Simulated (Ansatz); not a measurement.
# Mg2Cd3Se5: the cost of one run

Program: Ansatz 0.2.0. Level of theory: DFT PBE, scalar-relativistic, plane waves, PAW. These are calculated values, not measurements.

**1. Starting point**

The structure is trigonal, space group R-3m (No. 166). The conventional cell has a = 4.120 Å, b = 4.120 Å, c = 50.461 Å, α = 90.00°, β = 90.00°, γ = 120.00°. Mg (site symmetry 3m) is surrounded by 6 Se at 2.91 Å. Cd (site symmetry -3m) is surrounded by 6 Se at 2.91 Å. Cd (site symmetry 3m) has 6 Se at 2.91 Å in its first shell of neighbours. Se (site symmetry 3m) is surrounded by 3 Mg at 2.91 Å and 3 Cd at 2.91 Å. Se (site symmetry -3m) has 6 Cd at 2.91 Å in its first shell of neighbours.

As a file:

```
Mg Cd Se
1.0
     2.06005    1.18937   16.82024
    -2.06005    1.18937   16.82024
     0.00000   -2.37874   16.82024
Mg Cd Se
2 3 5
Direct
  0.60000 0.60000 0.60000
  0.40000 0.40000 0.40000
  0.00000 0.00000 0.00000
  0.20000 0.20000 0.20000
  0.80000 0.80000 0.80000
  0.30000 0.30000 0.30000
  0.90000 0.90000 0.90000
  0.50000 0.50000 0.50000
  0.10000 0.10000 0.10000
  0.70000 0.70000 0.70000
```

The start is an ordering of an alloy on its end members' structure types: elements ordered on the sites of the MgSe type, Cd/Mg on Mg (R-3m, No. 166).

**2. Probe: one point on a coarse mesh**

Contents of input.yaml:

```yaml
crystal:
  lattice:
    - [2.06005056, 1.18937074, 16.82024237]
    - [-2.06005056, 1.18937074, 16.82024237]
    - [0.0, -2.37874149, 16.82024237]
  atoms:
    - { symbol: Mg, position: [0.6, 0.6, 0.6] }
    - { symbol: Mg, position: [0.4, 0.4, 0.4] }
    - { symbol: Cd, position: [0.0, 0.0, 0.0] }
    - { symbol: Cd, position: [0.2, 0.2, 0.2] }
    - { symbol: Cd, position: [0.8, 0.8, 0.8] }
    - { symbol: Se, position: [0.3, 0.3, 0.3] }
    - { symbol: Se, position: [0.9, 0.9, 0.9] }
    - { symbol: Se, position: [0.5, 0.5, 0.5] }
    - { symbol: Se, position: [0.1, 0.1, 0.1] }
    - { symbol: Se, position: [0.7, 0.7, 0.7] }
basis:
  ecutwfc: 420
kpoints:
  mp_grid: { grid: [6, 6, 6] }
hamiltonian:
  xc: pbe
scf:
  occupations: { method: gaussian, width: 0.1 }
  lower_state_search: "off"
output:
  forces: true
  stress: true
  eigenvalues: true
```

Command:

```console
$ ansatz run input.yaml --threads 4 --pin off --max-ram 8192MiB --backend cpu --events-out ev --progress --plain --runs-dir out
```

**Question.** How long does this run take on 4 threads of Intel Xeon at 2.50GHz (Skylake/Cascade Lake), shared host, and how much memory does it need?

About 18 s, with a peak of 1.1 GiB.
